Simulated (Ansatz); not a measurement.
# C4H7Br: basis-set convergence

One table from this session's results is given with a row withheld; the runs are named, their logs left out.

The runs use Ansatz 0.2.0, Gaussian basis; one geometry, several basis sets.

The runs, in order: PBE0-D4/def2-SVP; ωB97M-V/def2-SVP; PBE0-D4/def2-QZVPP; ωB97M-V/def2-QZVPP; the functionals' def2-TZVPP values are taken from earlier runs.

### The relaxed structure

All runs share one geometry, relaxed beforehand with PBE0-D4 in a triple-zeta def2 set.

SMILES `CC/C=C\Br`, 12 atoms, charge 0, spin multiplicity 1.

Atoms are counted from 1 here; the program's logs count them from 0.

Bond lengths: C1–C2 1.525 Å, C1–H6 1.092 Å, C1–H7 1.092 Å, C1–H8 1.093 Å, C2–C3 1.488 Å, C2–H9 1.096 Å, C2–H10 1.092 Å, C3–C4 1.323 Å, C3–H11 1.089 Å, C4–Br5 1.887 Å, C4–H12 1.081 Å. Angles: C2–C1–H6 110.8°, C2–C1–H7 110.8°, C2–C1–H8 111.3°, H6–C1–H7 108.1°, H6–C1–H8 107.8°, H7–C1–H8 107.8°, C1–C2–C3 112.0°, C1–C2–H9 109.2°, C1–C2–H10 110.2°, C3–C2–H9 108.6°, C3–C2–H10 109.8°, H9–C2–H10 106.9°, C2–C3–C4 128.1°, C2–C3–H11 116.6°, C4–C3–H11 115.2°, C3–C4–Br5 124.4°, C3–C4–H12 123.5°, Br5–C4–H12 112.1°.

The first run:

File in.yaml:

```yaml
crystal:
  periodic: [false, false, false]
  atoms:
    - {symbol: C, position_ang: [-1.079613, 0.460350, 1.135561]}
    - {symbol: C, position_ang: [0.342873, 0.309852, 0.606160]}
    - {symbol: C, position_ang: [0.444584, -0.759522, -0.423565]}
    - {symbol: C, position_ang: [0.769097, -0.636265, -1.700271]}
    - {symbol: Br, position_ang: [1.215995, 0.995814, -2.534588]}
    - {symbol: H, position_ang: [-1.124410, 1.222910, 1.915858]}
    - {symbol: H, position_ang: [-1.762608, 0.752309, 0.335080]}
    - {symbol: H, position_ang: [-1.446079, -0.477093, 1.561797]}
    - {symbol: H, position_ang: [1.012622, 0.060195, 1.437272]}
    - {symbol: H, position_ang: [0.692626, 1.256923, 0.190490]}
    - {symbol: H, position_ang: [0.204932, -1.772110, -0.101002]}
    - {symbol: H, position_ang: [0.807080, -1.468663, -2.388691]}
basis:
  gaussian: {orbitals: def2-SVP}
hamiltonian: {xc: pbe0, dispersion: d4}
output: {orbitals: {seedname: orbitals}}
```

Among the steps run: PBE0-D4 in def2-SVP; ωB97M-V in def2-SVP; PBE0-D4 in def2-QZVPP; ωB97M-V in def2-QZVPP.

One table of the session follows, with a row left open; its other results are not shown here.

It belongs to the step «Functionals by basis». 

```
functional       basis  HOMO (eV)  LUMO (eV)
   PBE0-D4    def2-SVP      -7.01       0.16
   PBE0-D4  def2-TZVPP      -7.09      -0.03
   PBE0-D4  def2-QZVPP      -7.10      -0.09
   ωB97M-V    def2-SVP      -9.16       2.33
   ωB97M-V  def2-TZVPP          ?          ?
   ωB97M-V  def2-QZVPP      -9.27       1.72
```

Q: Estimate the row for ωB97M-V, def2-TZVPP from the others.

**Answer.** HOMO (eV): -9.25; LUMO (eV): 2.02. In the column «HOMO (eV)» it lies between ωB97M-V, def2-QZVPP (-9.27) and ωB97M-V, def2-SVP (-9.16).
